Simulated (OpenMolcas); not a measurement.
# Ti³⁺ among point charges: CASSCF and CASPT2 levels and susceptibility

Aim: the splitting of the states of Ti³⁺ in the field of 8 point charges, its lowest levels with spin-orbit coupling and its magnetic susceptibility.

Method: state-averaged CASSCF and CASPT2, spin-orbit coupling by RASSI with atomic mean-field integrals. Code: OpenMolcas 26.06.

### 1 Starting point

* Species: Ti³⁺ (titanium, Z = 22, 19 electrons)
* Basis: ANO-RCC-VDZP [5s4p2d1f], 34 functions
* Scalar Hamiltonian: DKH2, point nucleus
* Inactive shells: 1s 2s 2p 3s 3p
* Active space: 1 electron in 5 orbitals (3d)
* Some configurations of this space: 3d
* Orbitals: optimised for each spin and parity, averaged over all roots

Outer shells as boxes (Hund's rule):

3d
```
3d [↑ ][  ][  ][  ][  ]
```

The ion sits among 8 point charges of -1.6 e arranged as a cube (Oh), 1.93 Å from the ion.

Each step is its own input file, run in one work folder so that later steps find the files of earlier ones. Labels, J, g values, rates, χT and fits are worked out afterwards by a script from the matrices that RASSI stores. The input lists half of the charges; inversion (Group=XYZ) makes the rest.

### 2 GATEWAY and SEWARD: basis and integrals

File a.inp:

```
&GATEWAY
Coord
1

Ti 0.0 0.0 0.0
Basis=ANO-RCC-VDZP
Group=XYZ
NoMove
AngMom=0.0 0.0 0.0
AMFI
XField
4 Angstrom 0
1.114286 1.114286 1.114286 -1.600000
1.114286 1.114286 -1.114286 -1.600000
1.114286 -1.114286 1.114286 -1.600000
1.114286 -1.114286 -1.114286 -1.600000
&SEWARD
```

Started as:

```sh
OMP_NUM_THREADS=1 MOLCAS_MEM=1689 MOLCAS_PROJECT=a pymolcas a.inp > a.log
```

Standard output:

```text
Basis set label: TI.ANO-RCC...5S4P2D1F.

      Electronic valence basis set:
      ------------------
      Associated Effective Charge  22.000000 au
      Associated Actual Charge     22.000000 au
      Nuclear Model: Point charge

      Shell  nPrim  nBasis  Cartesian Spherical Contaminant
         s      21       5        X
         p      15       4        X
         d      10       2                 X
         f       6       1                 X
                  Relativistic Douglas-Kroll-Hess integrals:
                    - DKH order of Hamiltonian: 2
                    - DKH order of Properties : 0
                  Atomic mean-field integrals
```

### 3 CASSCF: doublets of even parity, 5 roots

File a.inp:

```
&RASSCF
FileOrb=start.orb
Symmetry=1
Spin=2
nActEl=1 0 0
Inactive=3 6
Ras2=5 0
CIRoot=5 5 1
SDav=5
CIMx=300
Iter=120 100
PrWF=0.3
OrbListing=Nothing
MaxOrb=0
>>> COPY $Project.JobIph JOB001
```

Started as:

```sh
OMP_NUM_THREADS=1 MOLCAS_MEM=1689 MOLCAS_PROJECT=a pymolcas a.inp > a.log
```

start.orb holds the contracted functions of the basis, ordered by shell, or the orbitals of the step before.

Standard output, shortened:

```text
[...]
      Number of active orbitals                  5
[...]
      Spin quantum number                      0.5
[...]
      Active orbitals                            5   0
[...]
      Number of CSFs                             5
      Number of root(s) required                 5
[...]
      Convergence after  9 iterations
[...]
      Natural orbitals and occupation numbers for root  1
      sym 1:  -0.000000  -0.000000  -0.000000   0.000000   1.000000
      Natural orbitals and occupation numbers for root  2
      sym 1:  -0.000000   1.000000   0.000000   0.000000  -0.000000
      Natural orbitals and occupation numbers for root  3
      sym 1:   1.000000  -0.000000  -0.000000   0.000000   0.000000
::    RASSCF root number  1 Total energy:   -861.63151421
::    RASSCF root number  2 Total energy:   -861.63151421
::    RASSCF root number  3 Total energy:   -861.59969714
::    RASSCF root number  4 Total energy:   -861.59969714
::    RASSCF root number  5 Total energy:   -861.59969714
```

### 4 State interaction with spin-orbit coupling

File a.inp:

```
&RASSI
NrOfJobIphs=1 5
1 2 3 4 5
IphNames
JOB001
EJob
SpinOrbit
DIPRint=1.0
SOCoupling=1000.0
Subsets=2
Property=9
'ANGMOM' 1 'ANGMOM' 2 'ANGMOM' 3 'MLTPL  1' 1 'MLTPL  1' 2 'MLTPL  1' 3
'AMFI' 1 'AMFI' 2 'AMFI' 3
SOProperty=3
'ANGMOM' 1 'ANGMOM' 2 'ANGMOM' 3
```

Started as:

```sh
OMP_NUM_THREADS=1 MOLCAS_MEM=1689 MOLCAS_PROJECT=a pymolcas a.inp > a.log
```

Standard output, shortened:

```text
SPIN-FREE ENERGIES:
  (Shifted by EMIN (a.u.) =       -861.6315142149)
 SF State       Relative EMIN(au)   Rel lowest level(eV)    D:o, cm**(-1)      L_eff
     1             0.0000000000        0.0000000000              0.0000         2.0
     2             0.0000000000        0.0000000000              0.0000         2.0
     3             0.0318170760        0.8657867433           6983.0410         2.0
     4             0.0318170760        0.8657867433           6983.0410         2.0
     5             0.0318170760        0.8657867433           6983.0410         2.0
     Dipole printing threshold changed to   1.00000000E+00
Eigenvalues of complex Hamiltonian:
   -----------------------------------
  (Shifted by EMIN (a.u.) =       -861.6315142149)
 SO State       Relative EMIN(au)   Rel lowest level(eV)    D:o, cm**(-1)     J-value
     1            -0.0000211234        0.0000000000              0.0000         2.0
     2            -0.0000211234        0.0000000000              0.0000         1.7
     3            -0.0000211234        0.0000000000              0.0000         1.5
     4            -0.0000211234        0.0000000000              0.0000         1.2
     5             0.0314863352        0.8573616255           6915.0879         1.7
     6             0.0314863352        0.8573616255           6915.0879         1.4
     7             0.0314863352        0.8573616255           6915.0879         1.7
     8             0.0314863352        0.8573616255           6915.0879         1.4
     9             0.0325208042        0.8855109594           7142.1275         2.0
    10             0.0325208042        0.8855109594           7142.1275         2.0
Weights of the five most important spin-orbit-free states for each spin-orbit state.
[...]
```

These steps took 4.1 s in all on 1 thread, shared host.

States without spin-orbit coupling:

| state | degeneracy | E (cm-1) | free-ion L (%) |
| --- | --- | --- | --- |
| 2E | 2 | 0 | D (100) |
| 2T2 | 3 | 6983 | D (100) |

With spin-orbit coupling:

```json
{"E (cm-1)": "0.0", "Degeneracy": "4", "Label": "Γ8", "2S+1": "2", "g": ""}
{"E (cm-1)": "6915", "Degeneracy": "4", "Label": "Γ8", "2S+1": "2", "g": ""}
{"E (cm-1)": "7142", "Degeneracy": "2", "Label": "Γ7", "2S+1": "2", "g": "2.00 2.00 2.00"}
```

Principal g values are given for doublets only; a zero marks a field direction without first-order Zeeman splitting.

Powder χT (cm³ K/mol): 0.35 at 2 K, 0.35 at 5 K, 0.35 at 10 K, 0.35 at 20 K, 0.35 at 50 K, 0.36 at 100 K, 0.37 at 150 K, 0.37 at 200 K, 0.38 at 250 K, 0.39 at 300 K.

A ligand-field fit to the states below 45000 cm-1 gives 10Dq = -6983 cm-1, the gap between the two states.

Orbitals of the lowest block (energies include the constant potential of the surroundings):

| shell | space | energy (hartree) | mean occupation | ⟨r²⟩ (bohr²) |
| --- | --- | --- | --- | --- |
| 1s | inactive | -182.1303 | 2.000 | 0.00647 |
| 2s | inactive | -19.4110 | 2.000 | 0.123 |
| 2p | inactive | -15.5787 | 6.000 | 0.102 |
| 3s | inactive | -0.6003 | 2.000 | 1.14 |
| 3p | inactive | 0.5224 | 6.000 | 1.32 |
| 3d | RAS2 |  | 1.000 | 2.06 |

### 5 CASPT2: IPEA 0.25, imaginary shift 0.1 (closed shells correlated: 3s 3p)

File a.inp:

```
>>> COPY JOB001 $Project.JobIph
&CASPT2
Multistate=5 1 2 3 4 5
NoMult
Frozen=2 3
IPEA=0.25
Imaginary=0.1
MaxIter=60
WThr=0.0 0.3 0.05
PrWF=0.5
NoMix
```

Started as:

```sh
OMP_NUM_THREADS=1 MOLCAS_MEM=1689 MOLCAS_PROJECT=a pymolcas a.inp > a.log
```

Standard output:

```text
Orbital specifications:
      -----------------------

      Symmetry species                           1   2
                                                ag  au
      Frozen orbitals                            2   3
      Inactive orbitals                          1   3
      Active orbitals                            5   0
      Secondary orbitals                         7  13
      Deleted orbitals                           0   0
      Number of basis functions                 15  19
Type of calculation                        SS-CASPT2
      Fock operator                              state-specific
      IPEA shift                                 0.25
      Real shift                                 0.00
      Imaginary shift                            0.10
      The input orbitals will be transformed to quasi-canonical
Reference energy:        -861.6315142149
      E2 (Non-variational):      -0.2106390727
      Shift correction:          -0.0000879748
      E2 (Variational):          -0.2107270476
      Total energy:            -861.8422412624
      Residual norm:              0.0000009624
      Reference weight:           0.96020
      Contributions to the CASPT2 correlation energy
      Active & Virtual Only:          0.0000000004
      One Inactive Excited:          -0.0404150775
      Two Inactive Excited:          -0.1702239957
Reference energy:        -861.6315142149
      E2 (Non-variational):      -0.2106454283
      Shift correction:          -0.0000879903
      E2 (Variational):          -0.2107334186
      Total energy:            -861.8422476335
      Residual norm:              0.0000009680
      Reference weight:           0.96019
      Contributions to the CASPT2 correlation energy
      Active & Virtual Only:          0.0000000004
      One Inactive Excited:          -0.0404216598
      Two Inactive Excited:          -0.1702237689
::    CASPT2 Root  1     Total energy:   -861.84224126
::    CASPT2 Root  2     Total energy:   -861.84224763
::    CASPT2 Root  3     Total energy:   -861.80876519
::    CASPT2 Root  4     Total energy:   -861.80876540
::    CASPT2 Root  5     Total energy:   -861.80876519
```

Time for this run: 1.3 s (1 thread, shared host).

SS-CASPT2: lowest energy less the reference's lowest, -0.2107 hartree; reference weights 0.960 to 0.961.

Spin-free states, with their symmetry labels:

| state | degeneracy | E (cm-1) | free-ion L (%) |
| --- | --- | --- | --- |
| 2E | 2 | 0 | D (100) |
| 2T2 | 3 | 7348 | D (100) |

With spin-orbit coupling:

```json
{"E (cm-1)": "0", "Degeneracy": "4", "Label": "Γ8", "2S+1": "2", "g": ""}
{"E (cm-1)": "7280", "Degeneracy": "4", "Label": "Γ8", "2S+1": "2", "g": ""}
{"E (cm-1)": "7510", "Degeneracy": "2", "Label": "Γ7", "2S+1": "2", "g": "2.00 2.00 2.00"}
```

Powder χT (cm³ K/mol): 0.35 at 2 K, 0.35 at 5 K, 0.35 at 10 K, 0.35 at 20 K, 0.35 at 50 K, 0.36 at 100 K, 0.37 at 150 K, 0.37 at 200 K, 0.38 at 250 K, 0.39 at 300 K.

A ligand-field fit to the states below 45000 cm-1 gives 10Dq = -7348 cm-1, the gap between the two states.

### 6 The methods side by side

A. CASSCF
B. SS-CASPT2, IPEA 0.25, imaginary shift 0.1 (closed shells correlated: 3s 3p)

| method | ground state | first state of that spin (cm-1) | first gap with spin-orbit (cm-1) | χT at 300 K |
| --- | --- | --- | --- | --- |
| A | 2E | 2T2 6983 | 6915.1 | 0.39 |
| B | 2E | 2T2 7348 | 7279.4 | 0.39 |

### 7 Results

| quantity | value |
| --- | --- |
| method | SS-CASPT2, IPEA 0.25, imaginary shift 0.1 (closed shells correlated: 3s 3p) |
| spin-free ground state | 2E, 2-fold in its orbital part |
| first state of the same spin within the active space | 2T2 at 7350 cm⁻¹ |
| lowest level | 4-fold Γ8 |
| next level | 7279.4 cm⁻¹ |
| χT at 300 K | 0.39 cm³ K/mol |
| effective moment at 300 K | 1.76 μB |

Cost by method:

| method | time of its own steps | time with the reference |
| --- | --- | --- |
| A. CASSCF | 4.1 s | 4.1 s |
| B. SS-CASPT2, IPEA 0.25, imaginary shift 0.1, +3s 3p | 1.3 s | 5.5 s |

Times are of one thread on a shared host.

The spin-free ground state (2E) comes to 100 % from free-ion D terms and keeps the highest spin of the shell. χT at 300 K is 0.39, against 0.38 cm³ K/mol for the spin alone; near agreement at one temperature doesn't show that the orbital moment is quenched. A ligand-field fit to the states below 45000 cm-1 gives 10Dq = -7348 cm-1, the gap between the two states. An orbital doublet at a regular site is open to a Jahn-Teller distortion, which this geometry leaves out. The field of point charges can differ much from that of real complexes. Point charges carry no covalency, so the field is a model and not that of real ligands.
